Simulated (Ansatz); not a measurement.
Here is an Ansatz 0.2.0 calculation.

input.yaml

```yaml
crystal:
  lattice:
    - [-2.022982, 2.022982, 3.673617]
    - [2.022982, -2.022982, 3.673617]
    - [2.022982, 2.022982, -3.673617]
  atoms:
    - { symbol: Cu, position: [0.0, 0.0, 0.0] }
    - { symbol: Cu, position: [0.75, 0.25, 0.5] }
    - { symbol: Cu, position: [0.25, 0.75, 0.5] }
    - { symbol: O, position: [0.5, 0.0, 0.5] }
    - { symbol: O, position: [0.0, 0.5, 0.5] }
hamiltonian:
  xc: pbesol
  pseudopotentials: { kind: paw }
kpoints:
  mp_grid: { grid: [8, 8, 8] }
scf:
  occupations: { method: fermi_dirac, width: 0.05 }
  n_extra_bands: 12
output:
  forces: true
  stress: true
  eigenvalues: true
  dos: { projected: false, de: 0.05, nscf_kmesh: { grid: [12, 12, 12] } }
  write_density: true
  write_potential: true
  elf: true
  volumetric_format: npy
```

Potentials or basis: Ansatz PAW.

Run with:

```sh
$ ansatz run input.yaml --threads 2 --pin off --max-ram 5632MiB --backend cpu --events-out ev --progress --plain --runs-dir out
```

(1) Predict the pressure.

(2) Estimate the band gap on the k mesh.

(3) Estimate the density of states at the Fermi level.

## Answers

(1) -6.2 GPa.

(2) none (metal or under the smearing width).

(3) 2.10 states/eV per cell.

Caveat: the pressure holds a Pulay correction of +0.5 GPa for the finite cutoff; an odd number of electrons without spin polarisation forces a metal; a magnetic or distorted state may lie lower; the run has no spin polarisation, though such a crystal can be magnetic; semilocal functionals often make such compounds metallic where correlation or magnetic order opens a gap, which also shifts bond lengths; the PAW data sets come from PBE, with cores solved anew for the run's functional, which leaves a small shift of forces and pressure.
